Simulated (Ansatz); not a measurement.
# Br− with H2O: superposition error and deformation

The task here is to estimate one member of a computed series from the others.

The runs use Ansatz 0.2.0, Gaussian basis; PBE0-D4 structures, single points in def2-TZVPPD.

Levels: PBE-D4, revPBE-D4, BLYP-D4, r2SCAN-D4, B97M-V, PBE0-D4, B3LYP-D4, HSE06-D4, wB97X-V, wB97M-V, B2PLYP, Hartree-Fock, MP2, CCSD, CCSD(T).

Cores are frozen in the correlated methods. Filled d shells of the heavier atoms are correlated. B3LYP uses VWN-RPA correlation. B2PLYP carries no dispersion term here.

129 further runs of the same task are left out: 129 set aside as unsound or not needed.

## The starting structure

The relaxed pair: 4 atoms, charge -1, spin multiplicity 1.

Atoms are counted from 1 here; the program's logs count them from 0.

Bond lengths: O2–H3 0.985 Å, O2–H4 0.960 Å. Angles: H3–O2–H4 101.1°.

Geometry (Å):

| atom | x (Å) | y (Å) | z (Å) |
| --- | --- | --- | --- |
| Br1 | 0.0467 | 0.1976 | -2.2274 |
| O2 | 0.0462 | 0.1843 | 1.0637 |
| H3 | 0.0900 | 0.3659 | 0.0965 |
| H4 | -0.1828 | -0.7477 | 1.0671 |

Atoms 1 to 1 are fragment A (Br−), the rest fragment B (H2O). From earlier runs, pair energy (eV) and counterpoise interaction (kcal/mol):

| method | E(pair) | interaction |
| --- | --- | --- |
| PBE-D4 | -72117.14569 | -14.31 |
| revPBE-D4 | -72123.30551 | -13.32 |
| BLYP-D4 | -72130.29019 | -13.33 |
| r2SCAN-D4 | -72128.39533 | -13.95 |
| B97M-V | -72116.52324 | -13.07 |
| PBE0-D4 | -72119.54753 | -14.03 |
| B3LYP-D4 | -72130.92412 | -13.51 |
| HSE06-D4 | -72119.56598 | -14.04 |
| wB97X-V | -72122.67202 | -13.42 |
| wB97M-V | -72125.18115 | -13.33 |
| B2PLYP | -72118.14243 | -12.67 |
| MP2 | -72086.22850 | -12.77 |
| CCSD(T) | -72086.98728 | -12.49 |

First each fragment is run alone in its own basis, frozen in the shape it has in the pair (a, b).

Set-up of the first run:

a/in.yaml

```yaml
crystal:
  periodic: [false, false, false]
  atoms:
    - {symbol: Br, position_ang: [0.046685, 0.197575, -2.227381]}
basis:
  gaussian: {orbitals: "def2-TZVPPD.json"}
total_charge: -1
hamiltonian: {xc: {name: wB97X-V}}
```

b/in.yaml

```yaml
crystal:
  periodic: [false, false, false]
  atoms:
    - {symbol: O, position_ang: [0.046214, 0.184277, 1.063733]}
    - {symbol: H, position_ang: [0.090021, 0.365869, 0.096514]}
    - {symbol: H, position_ang: [-0.182819, -0.747723, 1.067135]}
basis:
  gaussian: {orbitals: "def2-TZVPPD.json"}
hamiltonian: {xc: {name: wB97X-V}}
```

The basis file named in the input lies beside it (Basis Set Exchange, JSON).

One command serves all of them, each in its own folder.

Launch:

```bash
$ ansatz run in.yaml --threads 2 --pin off --events-out ev --progress --plain --max-ram 5222MiB
```

Among the steps run: wB97X-V/def2-TZVPPD; wB97M-V/def2-TZVPPD; B2PLYP/def2-TZVPPD; B97M-V/def2-TZVPPD; CCSD(T)/def2-TZVPPD; Relaxing H2O alone; PBE-D4/def2-TZVPPD; r2SCAN-D4/def2-TZVPPD; PBE0-D4/def2-TZVPPD; B3LYP-D4/def2-TZVPPD; BLYP-D4/def2-TZVPPD; revPBE-D4/def2-TZVPPD; HSE06-D4/def2-TZVPPD.

One of the session's tables, all rows but one given; the rest of the session is left out.

| method | interaction with counterpoise (kcal/mol) |
| --- | --- |
| PBE-D4 | -14.31 |
| revPBE-D4 | -13.32 |
| BLYP-D4 | -13.33 |
| r2SCAN-D4 | -13.95 |
| B97M-V | -13.07 |
| PBE0-D4 | -14.03 |
| B3LYP-D4 | -13.51 |
| HSE06-D4 | -14.04 |
| wB97X-V | -13.42 |
| wB97M-V | -13.33 |
| B2PLYP | -12.67 |
| Hartree-Fock | ? |
| MP2 | -12.77 |
| CCSD | -12.11 |
| CCSD(T) | -12.49 |

Q: Estimate the row for Hartree-Fock from the others.

The run gave: interaction with counterpoise (kcal/mol): -10.24. In the column «interaction with counterpoise (kcal/mol)» it is the highest.
